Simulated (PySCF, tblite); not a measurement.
# C₅H₈F₃Si radical: geometry, infrared bands and EPR parameters

What infrared bands and EPR parameters should C₅H₈F₃Si radical (`FC(F)[C@@H]1[CH]C[Si@@H](F)C1`) show?

Programs: tblite 0.8.0 and PySCF 2.14.0, with density-fitted response routines of our own. Each step states its level of theory. These are calculated values for one molecule in the gas phase, unless marked as measured. Atoms are numbered from 0 throughout.

### Step 1. Starting geometry

17 atoms, charge 0, multiplicity 2; geometry from: force field or distance geometry start.

Bonds of the start (Å): F0–C1 1.36, C1–F2 1.36, C1–C3 1.54, C3–C4 1.54, C4–C5 1.50, C5–Si6 1.90, Si6–F7 1.60, Si6–C8 1.90, C8–C3 1.54, C1–H9 1.08, C3–H10 1.10, C4–H11 1.09, C5–H12 1.11, C5–H13 1.10, Si6–H14 1.49, C8–H15 1.08, C8–H16 1.10.

### Step 2. Relaxing the molecule with GFN2-xTB

The job: settings as JSON, then the geometry in Å.

```
{"job": {"kind": "relax", "xc": "GFN2-xTB", "basis": "xTB"}, "charge": 0, "multiplicity": 2}
F     -1.617300     1.235800     0.738500
C     -1.931900     0.357000    -0.252100
F     -2.877700    -0.474100     0.252800
C     -0.685300    -0.454100    -0.646900
C     -0.112100    -1.257800     0.533500
C      1.039600    -0.640800     1.275800
Si     1.614300     0.836200     0.229600
F      3.130400     0.630900    -0.248900
C      0.442300     0.436700    -1.209200
H     -2.347700     0.900200    -1.087600
H     -0.999500    -1.176200    -1.413500
H     -0.648300    -2.113900     0.930300
H      0.711500    -0.305600     2.277100
H      1.853900    -1.372000     1.389900
H      1.367600     2.171900     0.848800
H      1.002800    -0.115200    -1.952700
H      0.050400     1.352900    -1.675400
```

The run is started by

```
$ OMP_NUM_THREADS=1 python probes_run.py task.json out
```

One launch serves the whole session: the jobs run in the order shown.

**Question.** This job is followed by: GFN2-xTB harmonic vibrations, gas phase; UKS B3LYP, pcH-1 on C F H Si, non-relativistic, mean-field spin-orbit, GIAO. Predict these results of the whole session: strongest single infrared mode (GFN2-xTB); zero-point energy (GFN2-xTB); g(iso) (B3LYP); ⟨S²⟩; largest a(iso); surface potential, 1st and 99th percentile.

The runs gave:

| quantity | value |
| --- | --- |
| strongest single infrared mode (GFN2-xTB) | 2388 cm⁻¹, 250 km/mol |
| zero-point energy (GFN2-xTB) | 74.3 kcal/mol |
| g(iso) (B3LYP) | 2.00276 |
| ⟨S²⟩ | 0.754 (exact 0.75) |
| largest a(iso) | 1H on H12, 129.7 MHz |
| surface potential, 1st and 99th percentile | -1.10 V and 1.30 V |

What this shows: Over 55 steps the energy fell by 0.182 eV; of the close pairs, C3–C4 changed most, 1.539 to 1.484 Å. All 45 modes are real, so the xTB geometry is a minimum. The strongest single mode, at 2388 cm⁻¹, moves mainly H14. Unscaled tight-binding wavenumbers are off by several per cent, some by more. Its intensities can rank the bands wrongly. C4 carries the largest spin population, 1.02 e. The isotropic g lies 0.4 ppt above the free-electron value.
